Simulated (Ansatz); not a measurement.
# C2H8AlN: vertical ionisation energy

One table from this session's results is given with a row withheld; the runs are named, their logs left out.

Computed with Ansatz 0.2.0, Gaussian basis. Level: unrestricted cation, the program's frozen cores in correlated methods.

The runs, in order: UKS PBE-D4/def2-TZVPP; UKS r2SCAN-D4/def2-TZVPP; UKS PBE0-D4/def2-TZVPP; UKS B3LYP-D4/def2-TZVPP; UKS wB97X-V/def2-TZVPP; UKS wB97M-V/def2-TZVPP; UKS B2PLYP/def2-TZVPP; UHF-CCSD(T)/def2-TZVPP; UHF-MP2/def2-QZVPP; extrapolation to the limit; then −ε(HOMO) from the neutral's earlier runs with LDA (SPW92), PBE-D4, revPBE-D4, BLYP-D4, r2SCAN-D4, B97M-V, PBE0-D4, B3LYP-D4, r2SCANh-D4, r2SCAN0-D4, HSE06-D4, BHLYP-D4, CAM-B3LYP-D4, LC-ωPBE, ωB97X-V, ωB97M-V.

## Structure used throughout

The geometry comes from an earlier relaxation with PBE0-D4 in a triple-zeta def2 set; it is a stationary point, not always the lowest conformer.

SMILES `C[N](C)[AlH2]`, 12 atoms, charge 0, spin multiplicity 1.

Atoms are counted from 1 here; the program's logs count them from 0.

Bond lengths: C1–N2 1.443 Å, C1–H5 1.092 Å, C1–H6 1.099 Å, C1–H7 1.099 Å, N2–C3 1.443 Å, N2–Al4 1.772 Å, C3–H8 1.092 Å, C3–H9 1.099 Å, C3–H10 1.099 Å, Al4–H11 1.584 Å, Al4–H12 1.584 Å. Angles: N2–C1–H5 110.8°, N2–C1–H6 111.6°, N2–C1–H7 111.5°, H5–C1–H6 107.8°, H5–C1–H7 107.8°, H6–C1–H7 107.1°, C1–N2–C3 112.3°, C1–N2–Al4 123.8°, C3–N2–Al4 123.8°, N2–C3–H8 110.8°, N2–C3–H9 111.6°, N2–C3–H10 111.5°, H8–C3–H9 107.8°, H8–C3–H10 107.8°, H9–C3–H10 107.1°, N2–Al4–H11 117.4°, N2–Al4–H12 117.4°, H11–Al4–H12 125.2°.

The first run:

Contents of in.yaml:

```yaml
crystal:
  periodic: [false, false, false]
  atoms:
    - {symbol: C, position_ang: [-0.110442, 1.292852, -0.505648]}
    - {symbol: N, position_ang: [-0.032113, -0.068143, -0.033097]}
    - {symbol: C, position_ang: [0.797978, -0.194535, 1.140205]}
    - {symbol: Al, position_ang: [-0.861863, -1.429960, -0.806404]}
    - {symbol: H, position_ang: [-0.744069, 1.358673, -1.393178]}
    - {symbol: H, position_ang: [-0.530687, 1.962184, 0.258671]}
    - {symbol: H, position_ang: [0.881590, 1.686248, -0.770045]}
    - {symbol: H, position_ang: [0.839214, -1.233567, 1.475219]}
    - {symbol: H, position_ang: [0.415419, 0.412962, 1.972909]}
    - {symbol: H, position_ang: [1.827646, 0.137289, 0.944066]}
    - {symbol: H, position_ang: [-1.735907, -1.116420, -2.089817]}
    - {symbol: H, position_ang: [-0.669863, -2.862882, -0.158882]}
basis:
  gaussian: {orbitals: def2-TZVPP}
total_charge: 1
magnetization: {spin_polarized: true, initial_magnetization: 1}
hamiltonian: {xc: pbe, dispersion: d4}
```

Launch:

```console
$ ansatz run in.yaml --threads 2 --pin off --events-out ev --progress --plain --max-ram 32768MiB --backend cpu
```

Among the steps run: Cation, UKS PBE-D4/def2-TZVPP; Cation, UKS r2SCAN-D4/def2-TZVPP; Cation, UKS PBE0-D4/def2-TZVPP; Cation, UKS B3LYP-D4/def2-TZVPP; Cation, UKS wB97X-V/def2-TZVPP; Cation, UKS wB97M-V/def2-TZVPP; Cation, UKS B2PLYP (frozen core)/def2-TZVPP; Cation, UHF-CCSD(T)/def2-TZVPP; Cation, UHF-MP2/def2-QZVPP.

One table of the session follows, with a row left open; its other results are not shown here.

Orbital estimates, from the neutral's runs:

| functional | −ε(HOMO) (eV) |
| --- | --- |
| LDA (SPW92) | 5.41 |
| PBE-D4 | 5.29 |
| revPBE-D4 | 5.23 |
| BLYP-D4 | 5.17 |
| r2SCAN-D4 | 5.48 |
| B97M-V | 5.62 |
| PBE0-D4 | 6.47 |
| B3LYP-D4 | 6.28 |
| r2SCANh-D4 | 5.93 |
| r2SCAN0-D4 | 6.62 |
| HSE06-D4 | ? |
| BHLYP-D4 | 7.63 |
| CAM-B3LYP-D4 | 7.83 |
| LC-ωPBE | 9.15 |
| ωB97X-V | 8.83 |
| ωB97M-V | 8.76 |

Q: Estimate the row for HSE06-D4 from the others.

**Answer.** −ε(HOMO) (eV): 6.08. In the column «−ε(HOMO) (eV)» it lies between r2SCANh-D4 (5.93) and B3LYP-D4 (6.28).
